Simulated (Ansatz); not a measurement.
Geometry optimisation, DFT PBE, scalar-relativistic, plane waves, PAW (Ansatz 0.2.0).

Input:

```yaml
crystal:
  lattice:
    - [6.32, 0.0, 0.0]
    - [0.0, 6.32, 0.0]
    - [0.0, 0.0, 6.32]
  atoms:
    - { symbol: W, position: [0.0, 0.0, 0.0] }
    - { symbol: W, position: [0.5, 0.0, 0.0] }
    - { symbol: W, position: [0.0, 0.5, 0.0] }
    - { symbol: W, position: [0.0, 0.0, 0.5] }
    - { symbol: W, position: [0.25, 0.25, 0.25] }
    - { symbol: W, position: [0.5, 0.5, 0.0] }
    - { symbol: W, position: [0.5, 0.0, 0.5] }
    - { symbol: W, position: [0.75, 0.25, 0.25] }
    - { symbol: W, position: [0.0, 0.5, 0.5] }
    - { symbol: W, position: [0.25, 0.75, 0.25] }
    - { symbol: W, position: [0.25, 0.25, 0.75] }
    - { symbol: W, position: [0.5, 0.5, 0.5] }
    - { symbol: W, position: [0.75, 0.75, 0.25] }
    - { symbol: W, position: [0.75, 0.25, 0.75] }
    - { symbol: W, position: [0.25, 0.75, 0.75] }
    - { symbol: W, position: [0.75, 0.75, 0.75] }
    - { symbol: O, position: [0.6273094, 0.2502512, 0.5020083] }
basis:
  ecutwfc: 420.0
kpoints:
  mp_grid: { grid: [2, 2, 2] }
hamiltonian:
  xc: pbe
  pseudopotentials: { kind: paw, azcp: { folder: soft_1 } }
scf:
  occupations: { method: fermi_dirac, width: 0.1 }
  lower_state_search: "off"
relax:
  f_tol: 0.08
  max_steps: 25
  adjacent_minimum: "off"
output:
  write_density: true
  write_potential: true
  elf: true
  volumetric_format: npy
```

Run as:

```bash
$ ansatz run input.yaml --threads 2 --pin off --max-ram 5120MiB --backend cpu --events-out ev --progress --plain --runs-dir out
```

Question: Where does it end, and by what steps?

Answer: The forces met the threshold. Limits of this set-up: coarse k mesh, a small cell, in which the defect meets its images. After 4 steps the energy has fallen by 3.158 eV; W14 moved furthest, 0.17 Å. The start is strongly strained (largest force component 10 eV/Å).

| step | energy less start (eV) | largest force component (eV/Å) | accepted |
| --- | --- | --- | --- |
| 0 | 0.0000 | 9.578 | yes |
| 1 | -2.0383 | 2.881 | yes |
| 2 | -3.1060 | 0.583 | yes |
| 3 | -3.1552 | 0.151 | yes |
| 4 | -3.1581 | 0.034 | yes |

```xyz
17
Lattice="6.3200 0.0000 0.0000 0.0000 6.3200 0.0000 0.0000 0.0000 6.3200" Properties=species:S:1:pos:R:3
W 0.033 -0.022 0.001
W 3.158 -0.016 0.001
W 0.033 3.183 0.001
W 0.034 -0.013 3.161
W 1.547 1.580 1.567
W 3.158 3.176 0.001
W 3.075 -0.145 3.161
W 4.827 1.580 1.435
W 0.034 3.174 3.161
W 1.549 4.740 1.558
W 1.547 1.580 4.754
W 3.075 3.305 3.161
W 4.744 4.740 1.565
W 4.827 1.580 4.886
W 1.549 4.740 4.763
W 4.744 4.740 4.757
O 3.951 1.580 3.160
```

Run time: 51 s on 2 threads of Arm Neoverse V1, on a shared host, peak memory 0.75 GiB.
